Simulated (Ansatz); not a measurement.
# C2HF3Sn: the cost of one run

Program: Ansatz 0.2.0, Gaussian basis. Level of theory: the settings change from run to run. These are calculated values, not measurements.

## (1) The relaxed structure

An earlier PBE0-D4 in a triple-zeta def2 set relaxation fixed the geometry. Sn takes a core potential in def2 sets; no spin-orbit term is included.

SMILES `C#[C][Sn]([F])([F])[F]`, 7 atoms, charge 0, spin multiplicity 1.

Atoms are counted from 1 here; the program's logs count them from 0.

Bond lengths: C1–C2 1.203 Å, C1–H7 1.067 Å, C2–Sn3 2.031 Å, Sn3–F4 1.886 Å, Sn3–F5 1.886 Å, Sn3–F6 1.886 Å. Angles: C2–C1–H7 180.0°, C1–C2–Sn3 180.0°, C2–Sn3–F4 113.1°, C2–Sn3–F5 113.0°, C2–Sn3–F6 113.1°, F4–Sn3–F5 105.6°, F4–Sn3–F6 105.6°, F5–Sn3–F6 105.6°.

## (2) BCCD(T)/def2-mTZVP

Options: atoms shaken by 0.15 Å, a point charge of 1.00 e beside it, correlated electrons set to outside_noble_gas.

Contents of in.yaml:

```yaml
crystal:
  periodic: [false, false, false]
  atoms:
    - {symbol: C, position_ang: [1.335898, -1.506667, 0.672121]}
    - {symbol: C, position_ang: [0.624602, -0.737860, 0.020597]}
    - {symbol: Sn, position_ang: [-0.758240, 0.610662, 0.006145]}
    - {symbol: F, position_ang: [-2.051037, 0.336135, -1.223371]}
    - {symbol: F, position_ang: [0.113292, 1.823315, -1.862668]}
    - {symbol: F, position_ang: [-1.190493, 1.855926, 0.970250]}
    - {symbol: H, position_ang: [1.995355, -2.541536, 0.773902]}
basis:
  gaussian: {orbitals: def2-mTZVP, point_charges: [{charge: 1.00, position_ang: [6.221, -0.266, -0.969]}]}
hamiltonian: {xc: {name: HF}}
correlation: {method: bccd_t, electrons: outside_noble_gas}
```

The run is started by

```
ansatz run in.yaml --threads 4 --pin off --events-out ev --progress --plain --max-ram 10444MiB
```

What time and memory should one allow on 4 threads of Intel Xeon at 2.80GHz, shared host?

About 13 s, with a peak of 1.2 GiB.
